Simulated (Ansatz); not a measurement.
**CH3F2In: how energies converge with the basis set**

The task here is to estimate one member of a computed series from the others.

The runs use Ansatz 0.2.0, Gaussian basis; one geometry, several basis sets.

Levels to be run: PBE0-D4/def2-SVP; ωB97M-V/def2-SVP; PBE0-D4/def2-QZVPP; ωB97M-V/def2-QZVPP; the functionals' def2-TZVPP values are taken from earlier runs.

1 further run of the same task is left out (for a known fault of the program).

### The relaxed structure

All runs share one geometry, relaxed beforehand with PBE0-D4 in a triple-zeta def2 set. In takes the def2 core potential; no spin-orbit term is included.

SMILES `[CH3][In]([F])[F]`, 7 atoms, charge 0, spin multiplicity 1.

Atoms are counted from 1 here; the program's logs count them from 0.

Bond lengths: C1–In2 2.117 Å, C1–H5 1.088 Å, C1–H6 1.089 Å, C1–H7 1.089 Å, In2–F3 1.943 Å, In2–F4 1.943 Å. Angles: In2–C1–H5 109.2°, In2–C1–H6 108.9°, In2–C1–H7 108.7°, H5–C1–H6 110.5°, H5–C1–H7 110.1°, H6–C1–H7 109.4°, C1–In2–F3 126.8°, C1–In2–F4 126.7°, F3–In2–F4 106.5°.

Set-up of the first run:

The input, in.yaml:

```yaml
crystal:
  periodic: [false, false, false]
  atoms:
    - {symbol: C, position_ang: [-0.408385, 0.953294, -0.328210]}
    - {symbol: In, position_ang: [0.381511, -0.903314, 0.311110]}
    - {symbol: F, position_ang: [1.933075, -1.179293, 1.447470]}
    - {symbol: F, position_ang: [-0.303135, -2.668562, -0.124770]}
    - {symbol: H, position_ang: [-1.376271, 0.788593, -0.797049]}
    - {symbol: H, position_ang: [-0.509304, 1.610158, 0.534346]}
    - {symbol: H, position_ang: [0.282510, 1.399115, -1.042899]}
basis:
  gaussian: {orbitals: def2-SVP}
hamiltonian: {xc: pbe0, dispersion: d4}
output: {orbitals: {seedname: orbitals}}
```

Launch:

```
ansatz run in.yaml --threads 4 --pin off --events-out ev --progress --plain --max-ram 10444MiB
```

Among the steps run: PBE0-D4 in def2-SVP; ωB97M-V in def2-SVP; PBE0-D4 in def2-QZVPP; ωB97M-V in def2-QZVPP.

One of the session's tables, all rows but one given; the rest of the session is left out.

It belongs to the step «Functionals by basis». 

```
functional       basis  HOMO (eV)  LUMO (eV)
   PBE0-D4    def2-SVP      -9.08      -1.44
   PBE0-D4  def2-TZVPP      -9.23      -1.68
   PBE0-D4  def2-QZVPP      -9.25      -1.77
   ωB97M-V    def2-SVP     -11.31       0.51
   ωB97M-V  def2-TZVPP          ?          ?
   ωB97M-V  def2-QZVPP     -11.50      -0.14
```

Q: Estimate the row for ωB97M-V, def2-TZVPP from the others.

**Answer.** HOMO (eV): -11.47; LUMO (eV): 0.14. In the column «HOMO (eV)» it lies between ωB97M-V, def2-QZVPP (-11.50) and ωB97M-V, def2-SVP (-11.31).
